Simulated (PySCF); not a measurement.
**SiSe: changing the method**

What do other methods print for SiSe?

The runs use PySCF 2.14.0; each script names its method and basis.

3 further runs of the same task are left out: 3 that didn't finish.

**1. The system as given**

SiSe: 2 atoms, charge 0, spin multiplicity 1.

Bond lengths: Si1–Se2 2.230 Å.

**2. The run that the others are compared with**

The input, input.py:

```python
from pyscf import gto, dft

mol = gto.M(
    atom='Si 0 0 0; Se 0 0 2.23',
    basis='6-31g',
    charge=0,
    spin=0,
    verbose=4,
)
mf = dft.RKS(mol, xc='pbe')
mf.kernel()
mf.analyze()
print('orbital energies (hartree):', mf.mo_energy[..., max(0, mol.nelec[1]-3):mol.nelec[0]+3].round(4))
```

Launch:

```console
$ OMP_NUM_THREADS=1 python input.py
```

The log of this run is left out.

Base result: E(SCF) = -2690.140350 Eh, 11 cycles, μ = 1.64 D.

The bond length is a typed value, not an optimised one.

**3. Revpbe**

Run 1 changes functional: pbe → revpbe.

The input, input.py:

```python
from pyscf import gto, dft

mol = gto.M(
    atom='Si 0 0 0; Se 0 0 2.23',
    basis='6-31g',
    charge=0,
    spin=0,
    verbose=4,
)
mf = dft.RKS(mol, xc='revpbe')
mf.kernel()
mf.analyze()
print('orbital energies (hartree):', mf.mo_energy[..., max(0, mol.nelec[1]-3):mol.nelec[0]+3].round(4))
```

Launch:

```console
$ OMP_NUM_THREADS=1 python input.py
```

**4. Hse06**

Run 2 changes functional: pbe → hse06.

Changes to input.py since step 2:

```diff
@@ -9,3 +9,3 @@
 )
-mf = dft.RKS(mol, xc='pbe')
+mf = dft.RKS(mol, xc='hse06')
 mf.kernel()
```

**5. Geometry optimisation**

Run 3 changes step after the SCF: analyze → optimize.

The input, input.py:

```python
from pyscf import gto, dft
from pyscf.geomopt.geometric_solver import optimize

mol = gto.M(
    atom='Si 0 0 0; Se 0 0 2.23',
    basis='6-31g',
    charge=0,
    spin=0,
    verbose=4,
)
mf = dft.RKS(mol, xc='pbe')
mf.kernel()
g = mf.nuc_grad_method()
g.grid_response = True
mol_eq = optimize(g.as_scanner(), maxsteps=30)
print('optimised geometry (angstrom)')
print(mol_eq.tostring('raw'))
print('orbital energies (hartree):', mf.mo_energy[..., max(0, mol.nelec[1]-3):mol.nelec[0]+3].round(4))
```

**6. MP2 (RHF)**

Run 4 changes step after the SCF: analyze → mp2; SCF type: RKS → RHF; functional: pbe → none (Hartree–Fock); frozen orbitals: none → 14.

The input, input.py:

```python
from pyscf import gto, scf, mp

mol = gto.M(
    atom='Si 0 0 0; Se 0 0 2.23',
    basis='6-31g',
    charge=0,
    spin=0,
    verbose=4,
)
mf = scf.RHF(mol)
mf.kernel()
mp.MP2(mf, frozen=14).kernel()
mf.dip_moment()
print('orbital energies (hartree):', mf.mo_energy[..., max(0, mol.nelec[1]-3):mol.nelec[0]+3].round(4))
```

What does the calculation give? Wanted: for each run, E(SCF); from base; gap; SCF dipole; after the SCF.

**Answer**, as computed:

| run | E(SCF) (hartree) | from base (eV) | cycles | gap (eV) | SCF dipole (D) | after the SCF |
| --- | --- | --- | --- | --- | --- | --- |
| base | -2690.140350 | 0 | 11 | 3.10 | 1.64 | n/a |
| revpbe | -2690.392179 | not comparable | 10 | 3.10 | 1.62 | n/a |
| hse06 | -2690.238821 | not comparable | 10 | 3.91 | 2.02 | n/a |
| geometry optimisation | -2690.140350 | 0.0000 | 11 | 3.10 | n/a | bond 2.167 Å, -0.036 eV |
| MP2 (RHF) | -2688.371334 | not comparable | 9 | 9.32 | 3.25 | MP2 correlation -6.653 eV, core frozen |

SCF columns refer to the geometry typed in the script.

In words: A lower total energy from another functional means nothing by itself. The dearest run is “geometry optimisation”, at 12 s against 2.6 s.
